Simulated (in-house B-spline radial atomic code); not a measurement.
# Tl²⁺: a scan of exact exchange under G0W0, part 2 of 2

Question: is there a share of exact exchange at which G0W0 leaves the highest level of Tl²⁺ where the start put it?

An in-house B-spline radial atomic code; all electrons, scalar-relativistic (spin-free one-electron X2C), finite nucleus. Records are in hartree. Earlier steps stand in the parts before.

**9. The run with 70 % exact exchange**

The run's settings:

```ini
Z = 81
electrons = 79.0
configuration = [Xe] 4f14 5d10 6s1
hamiltonian = x2c
method = pbeh
lmax = 9
exact_exchange_fraction = 0.7
rms_radius = 5.4759
spin_polarised = True
box_radius = 17.55
intervals = 68
```

From the record:

```text
{
  "status": "converged",
  "energies [hartree]": {
    "mean_field": -20248.10853,
    "exx_total": -20242.92017,
    "exchange": -380.4173516,
    "rpa": -6.8301124,
    "rpa_summed": -6.6403292,
    "direct_second_order": -7.6867296,
    "second_order_exchange": 1.9160114,
    "sosex": 1.8144879
  },
  "rpa_by_multipole [hartree]": [-1.41724, -2.23248, -1.13407, -0.774975, -0.457188, -0.297309, -0.17267, -0.092461, -0.0405836, -0.015471, -0.00475789, -0.00101591, -0.00011635],
  "polarisability [bohr^3: independent particles, RPA]": [14.1053, 8.14073],
  "gap [hartree]": 0.5255647,
  "levels [hartree]": [
    {"name": "6s up", "occ": 1, "e": -1.035729, "sx": -0.62151, "vxc": -0.614289, "sc": -0.06437014, "z": 0.9678265, "qp": -1.108413, "tail": -0.001093405},
    {"name": "5d down", "occ": 1, "e": -1.43075, "sx": -1.412904, "vxc": -1.373464, "sc": -0.004186821, "z": 0.9482751, "qp": -1.47768, "tail": -0.003303721},
    {"name": "5d up", "occ": 1, "e": -1.444421, "sx": -1.415889, "vxc": -1.374299, "sc": -0.001415013, "z": 0.9445057, "qp": -1.490686, "tail": -0.003259923},
    {"name": "6s down", "occ": 0, "e": -0.7545692, "sx": -0.2056884, "vxc": -0.3038282, "sc": -0.08609528, "z": 0.9637199, "qp": -0.7435388, "tail": -0.00101412}
  ],
  "ion_energies [hartree]": {
    "mean_field": -20247.03207,
    "exx_total": -20241.88622,
    "exchange": -380.180944,
    "rpa": -6.7585057,
    "rpa_summed": -6.5692199,
    "direct_second_order": -7.5728604,
    "second_order_exchange": 1.8877416,
    "sosex": 1.7936533
  }
}
```

Wall time 19 s (1 thread, shared host).

Highest level 6s↑: -28.18 eV in the start, -30.16 eV after G0W0, weight 0.97.

**10. The run with 80 % exact exchange**

Settings: those of step 9 with these lines changed.

```diff
@@ -6,3 +6,3 @@
 lmax = 9
-exact_exchange_fraction = 0.7
+exact_exchange_fraction = 0.8
 rms_radius = 5.4759
```

From the record:

```text
{
  "status": "converged",
  "energies [hartree]": {
    "mean_field": -20248.00921,
    "exx_total": -20242.9231,
    "exchange": -380.4485881,
    "rpa": -6.7873839,
    "rpa_summed": -6.597934,
    "direct_second_order": -7.6224718,
    "second_order_exchange": 1.902209,
    "sosex": 1.8035139
  },
  "rpa_by_multipole [hartree]": [-1.40588, -2.21695, -1.12722, -0.770633, -0.455044, -0.296072, -0.172103, -0.0922154, -0.0404936, -0.0154418, -0.00475049, -0.00101473, -0.000116284],
  "polarisability [bohr^3: independent particles, RPA]": [13.4862, 7.91426],
  "gap [hartree]": 0.5511338,
  "levels [hartree]": [
    {"name": "6s up", "occ": 1, "e": -1.048259, "sx": -0.6195897, "vxc": -0.6264541, "sc": -0.06368244, "z": 0.9696635, "qp": -1.106162, "tail": -0.001085257},
    {"name": "5d down", "occ": 1, "e": -1.463138, "sx": -1.415178, "vxc": -1.410629, "sc": -0.00604283, "z": 0.9517963, "qp": -1.47704, "tail": -0.003310303},
    {"name": "5d up", "occ": 1, "e": -1.476753, "sx": -1.417605, "vxc": -1.411026, "sc": -0.003605362, "z": 0.9495082, "qp": -1.490208, "tail": -0.003270667},
    {"name": "6s down", "occ": 0, "e": -0.7327949, "sx": -0.2010221, "vxc": -0.277704, "sc": -0.08333445, "z": 0.9661705, "qp": -0.7404405, "tail": -0.000993003}
  ],
  "ion_energies [hartree]": {
    "mean_field": -20246.93815,
    "exx_total": -20241.88897,
    "exchange": -380.2130769,
    "rpa": -6.7173691,
    "rpa_summed": -6.5284093,
    "direct_second_order": -7.5124964,
    "second_order_exchange": 1.8751403,
    "sosex": 1.7833517
  }
}
```

Wall time 23 s (1 thread, shared host).

The 6s↑ level moves from -28.52 to -30.10 eV (weight 0.97).

**11. The run with 90 % exact exchange**

Settings: those of step 10 with these lines changed.

```diff
@@ -6,3 +6,3 @@
 lmax = 9
-exact_exchange_fraction = 0.8
+exact_exchange_fraction = 0.9
 rms_radius = 5.4759
```

From the record:

```text
{
  "status": "converged",
  "energies [hartree]": {
    "mean_field": -20247.91135,
    "exx_total": -20242.92457,
    "exchange": -380.4796554,
    "rpa": -6.7455728,
    "rpa_summed": -6.5564548,
    "direct_second_order": -7.5601746,
    "second_order_exchange": 1.8888645,
    "sosex": 1.7928266
  },
  "rpa_by_multipole [hartree]": [-1.39476, -2.20182, -1.12051, -0.766381, -0.452933, -0.294853, -0.171542, -0.0919718, -0.0404041, -0.0154128, -0.00474313, -0.00101355, -0.000116219],
  "polarisability [bohr^3: independent particles, RPA]": [12.9206, 7.70173],
  "gap [hartree]": 0.5765084,
  "levels [hartree]": [
    {"name": "6s up", "occ": 1, "e": -1.060723, "sx": -0.6176472, "vxc": -0.6385049, "sc": -0.06297611, "z": 0.9713215, "qp": -1.103918, "tail": -0.001076921},
    {"name": "5d down", "occ": 1, "e": -1.495721, "sx": -1.417419, "vxc": -1.44794, "sc": -0.007709634, "z": 0.9548733, "qp": -1.476224, "tail": -0.003315128},
    {"name": "5d up", "occ": 1, "e": -1.509247, "sx": -1.419297, "vxc": -1.44787, "sc": -0.005519219, "z": 0.9533537, "qp": -1.489471, "tail": -0.003277409},
    {"name": "6s down", "occ": 0, "e": -0.7112418, "sx": -0.1962723, "vxc": -0.2518341, "sc": -0.08065404, "z": 0.9683908, "qp": -0.7373054, "tail": -0.0009713094}
  ],
  "ion_energies [hartree]": {
    "mean_field": -20246.84569,
    "exx_total": -20241.89024,
    "exchange": -380.2450484,
    "rpa": -6.6770864,
    "rpa_summed": -6.4884513,
    "direct_second_order": -7.4538391,
    "second_order_exchange": 1.8629024,
    "sosex": 1.7732954
  }
}
```

It took 20 s on 1 thread, shared host.

G0W0 moves 6s↑ down by 1.18 eV, to -30.04 eV.

**12. The run with 100 % exact exchange**

Settings: those of step 11 with these lines changed.

```diff
@@ -6,3 +6,3 @@
 lmax = 9
-exact_exchange_fraction = 0.9
+exact_exchange_fraction = 1.0
 rms_radius = 5.4759
```

From the record:

```text
{
  "status": "converged",
  "energies [hartree]": {
    "mean_field": -20247.81494,
    "exx_total": -20242.92457,
    "exchange": -380.5105556,
    "rpa": -6.704636,
    "rpa_summed": -6.5158484,
    "direct_second_order": -7.4997128,
    "second_order_exchange": 1.8759429,
    "sosex": 1.7824084
  },
  "rpa_by_multipole [hartree]": [-1.38385, -2.18706, -1.11393, -0.762215, -0.450855, -0.293652, -0.170988, -0.0917304, -0.0403152, -0.0153839, -0.0047358, -0.00101238, -0.000116153],
  "polarisability [bohr^3: independent particles, RPA]": [12.4017, 7.50187],
  "gap [hartree]": 0.6016842,
  "levels [hartree]": [
    {"name": "6s up", "occ": 1, "e": -1.073119, "sx": -0.6156825, "vxc": -0.650441, "sc": -0.06225703, "z": 0.9728277, "qp": -1.101686, "tail": -0.001068433},
    {"name": "5d down", "occ": 1, "e": -1.528493, "sx": -1.419626, "vxc": -1.485393, "sc": -0.009213917, "z": 0.9575909, "qp": -1.475259, "tail": -0.00331857},
    {"name": "5d up", "occ": 1, "e": -1.541901, "sx": -1.420962, "vxc": -1.484827, "sc": -0.00721968, "z": 0.9565208, "qp": -1.488537, "tail": -0.003281669},
    {"name": "6s down", "occ": 0, "e": -0.6899214, "sx": -0.1914322, "vxc": -0.226239, "sc": -0.07804407, "z": 0.9704127, "qp": -0.7341076, "tail": -0.0009489526}
  ],
  "ion_energies [hartree]": {
    "mean_field": -20246.75469,
    "exx_total": -20241.89006,
    "exchange": -380.2768594,
    "rpa": -6.6376185,
    "rpa_summed": -6.4493065,
    "direct_second_order": -7.3967886,
    "second_order_exchange": 1.851004,
    "sosex": 1.7634707
  }
}
```

It took 21 s on 1 thread, shared host.

The 6s↑ level moves from -29.20 to -29.98 eV (weight 0.97).

**13. The members side by side**

| share | level | mean field (eV) | G0W0 (eV) | weight | RPA (hartree) | RPA+SOSEX (hartree) | α, direct RPA (bohr³) | time | miss (eV) |
| --- | --- | --- | --- | --- | --- | --- | --- | --- | --- |
| 0.00 | 6s↑ | -25.75 | -30.57 | 0.944 | -7.15964 | -5.25814 | 10.28 | 18 s | +0.713 |
| 0.10 | 6s↑ | -26.10 | -30.52 | 0.950 | -7.10880 | -5.22108 | 9.894 | 18 s | +0.664 |
| 0.20 | 6s↑ | -26.45 | -30.46 | 0.954 | -7.05936 | -5.18489 | 9.543 | 18 s | +0.609 |
| 0.30 | 6s↑ | -26.80 | -30.40 | 0.958 | -7.01122 | -5.14953 | 9.219 | 18 s | +0.552 |
| 0.40 | 6s↑ | -27.15 | -30.34 | 0.961 | -6.96430 | -5.11496 | 8.920 | 16 s | +0.492 |
| 0.50 | 6s↑ | -27.50 | -30.28 | 0.963 | -6.91852 | -5.08114 | 8.642 | 22 s | +0.432 |
| 0.60 | 6s↑ | -27.84 | -30.22 | 0.966 | -6.87381 | -5.04804 | 8.383 | 16 s | +0.371 |
| 0.70 | 6s↑ | -28.18 | -30.16 | 0.968 | -6.83011 | -5.01562 | 8.141 | 19 s | +0.309 |
| 0.80 | 6s↑ | -28.52 | -30.10 | 0.970 | -6.78738 | -4.98387 | 7.914 | 23 s | +0.248 |
| 0.90 | 6s↑ | -28.86 | -30.04 | 0.971 | -6.74557 | -4.95275 | 7.702 | 20 s | +0.187 |
| 1.00 | 6s↑ | -29.20 | -29.98 | 0.973 | -6.70464 | -4.92223 | 7.502 | 21 s | +0.126 |

The miss is the G0W0 removal energy (the level with its sign changed) less the measured ionisation energy, 29.852 eV. Times are single runs on a shared host.

Energy to remove one electron as a difference of total energies (eV), each species on its own start:

| share | mean field | HF functional | RPA | RPA+SOSEX | second order |
| --- | --- | --- | --- | --- | --- |
| 0.00 | 30.32 | 28.10 | 30.41 | 29.67 | 31.11 |
| 0.10 | 30.17 | 28.11 | 30.36 | 29.65 | 31.00 |
| 0.20 | 30.02 | 28.11 | 30.31 | 29.63 | 30.89 |
| 0.30 | 29.88 | 28.12 | 30.26 | 29.60 | 30.79 |
| 0.40 | 29.73 | 28.12 | 30.21 | 29.58 | 30.70 |
| 0.50 | 29.59 | 28.13 | 30.17 | 29.56 | 30.62 |
| 0.60 | 29.44 | 28.13 | 30.12 | 29.54 | 30.54 |
| 0.70 | 29.29 | 28.14 | 30.08 | 29.52 | 30.46 |
| 0.80 | 29.15 | 28.14 | 30.05 | 29.50 | 30.40 |
| 0.90 | 29.00 | 28.15 | 30.01 | 29.48 | 30.33 |
| 1.00 | 28.85 | 28.15 | 29.97 | 29.46 | 30.27 |

**14. Results**

The summary covers parts 1 to 2.

```
                                       quantity                                                          value
highest level, mean field (range over the runs)                                            -29.20 to -25.75 eV
      highest level, G0W0 (range over the runs)                                            -30.57 to -29.98 eV
                         RPA correlation energy                                       -7.160 to -6.705 hartree
                                      RPA+SOSEX                                     -5.2581 to -4.9222 hartree
          measured ionisation energy (6s shell)  29.852 eV (NIST Atomic Spectra Database, ionization energies)
            G0W0 removal energy less that value                                            +0.126 to +0.713 eV
```

Across the starts the mean-field level varies by 3.45 eV and the G0W0 level by 0.59 eV (17 % as much). Without exact exchange the level is bound too weakly, and G0W0 lowers it by 4.8 eV. Between 0 and 100 % exact exchange the correction keeps its sign; it is smallest at 100 % (-0.78 eV). RPA gives the most correlation at 0 % exact exchange and the least at 100 % exact exchange (6.4 % apart); over the runs it loosely follows the gap of the start, as smaller excitation energies give more correlation. Against the measured ionisation energy, 29.852 eV, G0W0 is nearest at 100 % exact exchange (+0.13 eV) and farthest at 0 % exact exchange (+0.71 eV). Breit and QED terms, left out, are small for this s level; most of the miss belongs to G0W0 and the Hamiltonian used. As differences of total energies the mean miss over the starts is 0.45 eV for mean field, 0.33 eV for RPA, 0.29 eV for RPA+SOSEX.
